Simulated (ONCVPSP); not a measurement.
# Pseudopotential generation for indium: ONCV, LDA (Perdew-Wang 92)

Do these settings give a usable potential? It is generated, then checked for transferability, scattering, ghosts and hardness.

The numbers are computed with ONCVPSP 4.0.1.1 (patched build) (LDA (Perdew-Wang 92), scalar-relativistic, spin-unpolarised reference atom).

### 1 The atom and the settings

The settings as typed:

```
element                 : indium (In, Z = 49)
type                    : optimised norm-conserving Vanderbilt (ONCV)
frozen core             : [Kr] 4d10
valence charge          : 3
reference configuration : 5s2 5p1
partial waves           : 5s: rc 1.95 bohr, ncon 3, nbas 8, qcut 3.1 1/bohr, 2 projectors, debl 1.8 Ha; 5p: rc 2.65 bohr, ncon 4, nbas 8, qcut 2.5 1/bohr, 2 projectors, debl 0.8 Ha; d scattering state at 0.31 Ha: rc 2.70 bohr, ncon 4, nbas 8, qcut 3.3 1/bohr, 2 projectors, debl 3.5 Ha
local potential         : polynomial inside 1.35 bohr (lpopt 5, dvloc0 0 Ha)
core correction         : polynomial model core, fcfact 0.7
```

The outer shells as boxes (Hund's rule for the drawing; the calculation is spin-unpolarised):

```
[Kr] core
4d [↑↓][↑↓][↑↓][↑↓][↑↓]
5s [↑↓]
5p [↑ ][  ][  ]
```

The nodes and maxima of the atom's own shells, from an earlier all-electron run, set the scale for the radii.

All-electron outer shells of the reference configuration (LDA (PZ), scalar-relativistic, ld1.x):

```
shell  level (eV)  outermost node (bohr)  outermost maximum (bohr)
   4p      -78.05                   0.42                      0.82
   4d      -18.71                   0.40                      0.94
   5s       -8.49                   1.02                      2.13
   5p       -2.70                   1.14                      2.85
```

### 2 The generation run

In.dat reads:

```
# ATOM AND REFERENCE CONFIGURATION
# atsym  z   nc   nv     iexc    psfile
  In 49.00    9    2  -001012      upf
#
#   n    l    f
    1    0    2.00
    2    0    2.00
    2    1    6.00
    3    0    2.00
    3    1    6.00
    3    2   10.00
    4    0    2.00
    4    1    6.00
    4    2   10.00
    5    0    2.00
    5    1    1.00
#
# PSEUDOPOTENTIAL AND OPTIMIZATION
# lmax
    2
#
#   l,   rc,      ep,       ncon, nbas, qcut
    0    1.95    0.00    3    8    3.10
    1    2.65    0.00    4    8    2.50
    2    2.70    0.31    4    8    3.30
#
# LOCAL POTENTIAL
# lloc, lpopt,  rc(5),   dvloc0
    4    5    1.35    0.00
#
# VANDERBILT-KLEINMAN-BYLANDER PROJECTORs
# l, nproj, debl
    0    2    1.80
    1    2    0.80
    2    2    3.50
#
# MODEL CORE CHARGE
# icmod, fcfact, rcfact
    1    0.70    0.00
#
# LOG DERIVATIVE ANALYSIS
# epsh1, epsh2, depsh
   -2.00    5.00    0.02
#
# OUTPUT GRID
# rlmax, drl
    6.00    0.01
#
# TEST CONFIGURATIONS
# ncnf
    4
# nvcnf
#   n    l    f
    2
    5    0    2.00
    5    1    0.00
#
    2
    5    0    1.00
    5    1    0.00
#
    2
    5    0    2.00
    5    1    0.50
#
    2
    5    0    1.00
    5    1    2.00
#
```

Command:

```
$ oncvpsp.x < In.dat > In.out
```

**Question.** What will these runs give? Wanted: cutoffs for 1 and 0.1 mHa per electron, occupied waves; bound ghosts; GHOST(+) flags; largest test error; largest phase difference near zero energy, channels read; rms error of d²Exc/dn², without and with the model core.

As calculated:

```
                                                quantity                    value
  cutoffs for 1 and 0.1 mHa per electron, occupied waves         5.8 Ha and 32 Ha
                                            bound ghosts           s at -45.35 eV
                                          GHOST(+) flags  p at 33 eV, d at 118 eV
                            largest test error (AE − PS)    -216 meV, for 5s1 5p0
largest phase difference near zero energy, channels read                0.081 rad
 rms error of d²Exc/dn², without and with the model core        9.38 and 0.44 mHa
```

In words: A bound ghost (s) makes it unfit for use: electrons can fall into a state that the atom doesn't have. The worst unpolarised test, 5s1 5p0, is off by 216 meV on 25.2 eV; by total energies transferability rates as poor. It counts as soft on the atom, with 5.8 Ha needed at the looser tolerance. The tighter tolerance needs 32 Ha, and converged work needs a cutoff nearer that. At the looser tolerance the 5s wave is the slowest; 5p needs 3 Ha. That counts occupied waves only; other projectors can need more. Near zero energy the largest phase difference among the channels read is 0.08 rad, in the d channel (at the energies tabulated). The pseudo curves have a pole with no partner nearby in the atom's: s at -1.66 Ha. The program also flags highly localised states, GHOST(+) (p, d). All of this concerns the isolated atom, not yet a solid.
